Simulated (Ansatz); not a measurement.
Working through a phonon calculation by linear response of Ir, space group P6_3/mmc

Program: the Ansatz DFT code, driven from Python.

The cells in order, each with its output:

In [1]:
```python
from pathlib import Path
import warnings

import ansatz as az
import numpy as np
from pymatgen.core import Lattice, Structure
from pymatgen.io.ase import AseAtomsAdaptor

warnings.simplefilter("ignore", az.DeckWarning)
```

In [2]:
```python
pmg_structure = Structure(
    Lattice([[2.75137789, 0.0, 0.0], [-1.37568895, 2.38276315, 0.0], [0.0, 0.0, 4.46229]]),
    ["Ir", "Ir"],
    [
        [2 / 3, 1 / 3, 0.75],
        [1 / 3, 2 / 3, 0.25],
    ],
)
ir = az.Crystal.from_ase(AseAtomsAdaptor.get_atoms(pmg_structure))

len(ir.resolved().sites)
```
Out [2]:
```text
2
```

In [3]:
```python
calculation = (
    ir.calculation()
    .functional("pbesol")
    .occupations("cold", width=0.1)
    .basis(420)  # plane waves up to this kinetic energy
    .kpoints(12, 12, 8)
    .phonons("dfpt")
)
out = calculation.run(threads=1, backend="cpu", runs_dir="runs")
ph = out.phonons

print("Gamma modes (1/cm):", " ".join(f"{w:.1f}" for w in ph.gamma_omega_inv_cm))
print("in meV:", " ".join(f"{w * 0.1239842:.2f}" for w in ph.gamma_omega_inv_cm))
```
```text
Gamma modes (1/cm): 0.0 0.0 0.0 119.5 119.5 189.9
in meV: 0.00 0.00 0.00 14.82 14.82 23.54
```

The cell isn't relaxed first, so the values belong to this volume. Spin-orbit coupling, which matters for elements this heavy, is left out. This isn't the structure that Ir takes at ambient conditions. The structure is taken as given; imaginary modes can come from an unrelaxed or unstable start. Phonons of metals also depend on mesh and smearing. Run time: 35 s on 1 thread of Arm Neoverse V1 (shared host), peak memory 0.77 GiB.
